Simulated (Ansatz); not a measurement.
# Cl3HNV (V(NH)Cl3): the cost of one run

The runs use Ansatz 0.2.0, Gaussian basis; the settings change from run to run.

## Step 1: The geometry

The geometry comes from an earlier relaxation with PBE-D4/def2-SVP; it is a stationary point.

6 atoms, charge 0, spin multiplicity 1.

Atoms are counted from 1 here; the program's logs count them from 0.

Bond lengths: V1–N2 1.603 Å, V1–Cl4 2.158 Å, V1–Cl5 2.158 Å, V1–Cl6 2.158 Å, N2–H3 1.029 Å. Angles: N2–V1–Cl4 107.2°, N2–V1–Cl5 107.2°, N2–V1–Cl6 107.2°, Cl4–V1–Cl5 111.7°, Cl4–V1–Cl6 111.7°, Cl5–V1–Cl6 111.7°, V1–N2–H3 180.0°.

## Step 2: PBE0/aug-cc-pVDZ

Input file in.yaml:

```yaml
crystal:
  periodic: [false, false, false]
  atoms:
    - {symbol: V, position_ang: [-0.005484, -0.003342, -0.387282]}
    - {symbol: N, position_ang: [0.017027, 0.010629, 1.215861]}
    - {symbol: H, position_ang: [0.031757, 0.019412, 2.245070]}
    - {symbol: Cl, position_ang: [2.046603, -0.004244, -1.053516]}
    - {symbol: Cl, position_ang: [-1.049217, 1.773782, -1.025566]}
    - {symbol: Cl, position_ang: [-1.040686, -1.796247, -0.994556]}
basis:
  gaussian: {orbitals: aug-cc-pVDZ}
hamiltonian: {xc: {name: PBE0}}
scf: {omitted_lower_state_checks: [starts]}
output: {forces: true}
```

Launch:

```sh
ansatz run in.yaml --threads 2 --pin off --events-out ev --progress --plain --max-ram 4352MiB
```

Q: Estimate wall time and peak memory on 2 threads of Arm Neoverse V2, shared host.

About 9.5 s, with a peak of 0.61 GiB.
